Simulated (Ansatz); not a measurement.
# C: the cost of one run

Method: DFT PBE, scalar-relativistic, plane waves, PAW, in Ansatz 0.2.0.

A COD entry behind a cell of this session may itself be a prediction, so a difference from it is no test against experiment.

2 further runs of the same task are left out: 2 set aside as unsound or not needed.

## (1) Starting point

The structure is hexagonal, space group P6_3/mmc (No. 194). Conventional cell: a = 2.518 Å, b = 2.518 Å, c = 8.305 Å, α = 90.00°, β = 90.00°, γ = 120.00°. Around C (site symmetry 3m) lie 4 C at 1.54 Å. C (site symmetry 3m) is surrounded by 4 C at 1.54 to 1.57 Å.

Coordinates:

```cif
data_structure
_symmetry_space_group_name_H-M 'P6_3/mmc'
_symmetry_Int_Tables_number 194
_cell_length_a 2.5180
_cell_length_b 2.5180
_cell_length_c 8.3046
_cell_angle_alpha 90.000
_cell_angle_beta 90.000
_cell_angle_gamma 120.000
_cell_volume 45.60
loop_
_atom_site_label
_atom_site_type_symbol
_atom_site_symmetry_multiplicity
_atom_site_Wyckoff_symbol
_atom_site_fract_x
_atom_site_fract_y
_atom_site_fract_z
_atom_site_occupancy
C1 C 4 e 0.00000 0.00000 0.59297 1
C2 C 4 f 0.33333 0.66667 0.65553 1
```

It is built from the cell relaxed beforehand with the same method (5.70 Å³/atom).

## (2) The undisturbed cell

File input.yaml:

```yaml
crystal:
  lattice:
    - [-2.5180184914, 0.0, 0.0]
    - [0.0, 4.3613359615, 0.0]
    - [1.2590092457, -2.1806679808, -8.3045881824]
  atoms:
    - { symbol: C, position: [0.4535159179, 0.4535159179, 0.9070318359] }
    - { symbol: C, position: [0.9535159179, 0.9535159179, 0.9070318359] }
    - { symbol: C, position: [0.7035159179, 0.7035159179, 0.4070318359] }
    - { symbol: C, position: [0.2035159179, 0.2035159179, 0.4070318359] }
    - { symbol: C, position: [0.2964840821, 0.2964840821, 0.5929681641] }
    - { symbol: C, position: [0.7964840821, 0.7964840821, 0.5929681641] }
    - { symbol: C, position: [0.5464840821, 0.5464840821, 0.0929681641] }
    - { symbol: C, position: [0.0464840821, 0.0464840821, 0.0929681641] }
    - { symbol: C, position: [0.9222357187, 0.255569052, 0.8444714374] }
    - { symbol: C, position: [0.4222357187, 0.755569052, 0.8444714374] }
    - { symbol: C, position: [0.1722357187, 0.8389023854, 0.3444714374] }
    - { symbol: C, position: [0.6722357187, 0.3389023854, 0.3444714374] }
    - { symbol: C, position: [0.8277642813, 0.1610976146, 0.6555285626] }
    - { symbol: C, position: [0.3277642813, 0.6610976146, 0.6555285626] }
    - { symbol: C, position: [0.0777642813, 0.744430948, 0.1555285626] }
    - { symbol: C, position: [0.5777642813, 0.244430948, 0.1555285626] }
basis:
  ecutwfc: 420
kpoints:
  mp_grid: { grid: [8, 8, 8] }
hamiltonian:
  xc: pbe
scf:
  occupations: { method: gaussian, width: 0.05 }
output:
  forces: true
  stress: true
  eigenvalues: true
  write_density: true
  write_potential: true
  elf: true
  volumetric_format: npy
```

Run with:

```
$ ansatz run input.yaml --threads 2 --pin off --max-ram 5120MiB --backend cpu --events-out ev --progress --plain --runs-dir out
```

What time and memory should one allow on 2 threads of Intel Xeon Platinum 8488C (Sapphire Rapids), shared host?

About 12 s, with a peak of 0.63 GiB.
